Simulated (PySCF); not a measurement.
# Cl4Pb (Pb(Cl)4): the cost of one run

Program: PySCF 2.14.0. Level of theory: PBE0, Pb def2-SVP with ECP60, Cl def2-SVP; scalar-relativistic core potentials, no spin–orbit coupling. These are calculated values, not measurements.

1 further run of the same task is left out (for a known fault of the program).

### Step 1. The system as given

5 atoms, charge 0, spin multiplicity 1.

Bond lengths: Pb1–Cl2 2.414 Å, Pb1–Cl3 2.414 Å, Pb1–Cl4 2.414 Å, Pb1–Cl5 2.414 Å. Angles: Cl2–Pb1–Cl3 109.5°, Cl2–Pb1–Cl4 109.5°, Cl2–Pb1–Cl5 109.5°, Cl3–Pb1–Cl4 109.5°, Cl3–Pb1–Cl5 109.5°, Cl4–Pb1–Cl5 109.5°.

As a file:

```xyz
5

Pb    0.00000    0.00000    0.00000
Cl    1.39389    1.39389    1.39389
Cl   -1.39389   -1.39389    1.39389
Cl    1.39389   -1.39389   -1.39389
Cl   -1.39389    1.39389   -1.39389
```

Formal oxidation states: Pb +4. An earlier session relaxed this geometry at PBE0, Pb def2-SVP with ECP60, Cl def2-SVP (singlet, point group Td).

Its energy there is -2032.599317 Eh.

### Step 2. One electron removed, multiplicity 2

File run.py (the lines that set the calculation):

```python
mol = gto.M(atom='''
Pb     0.00000     0.00000     0.00000
Cl     1.39389     1.39389     1.39389
Cl    -1.39389    -1.39389     1.39389
Cl     1.39389    -1.39389    -1.39389
Cl    -1.39389     1.39389    -1.39389''',
    basis={'Pb': 'def2-SVP', 'Cl': 'def2-SVP'},
    ecp={'Pb': 'def2-SVP'},
    charge=1, spin=1)
mf = dft.UKS(mol, xc='PBE0')
mf.grids.atom_grid = (50, 194)
mf = mf.density_fit()  # fitting sets: Pb def2-universal-JKFIT, Cl def2-universal-JKFIT
mf.conv_tol = 1e-08; mf.max_cycle = 55
mf.kernel(dm0)  # dm0: the density of the relaxed state
```

Launch:

```bash
$ OMP_NUM_THREADS=2 python run.py
```

**Question.** How long does this run take on 2 threads of AMD EPYC 7R43 (Zen 3), shared host?

About 7.1 s.
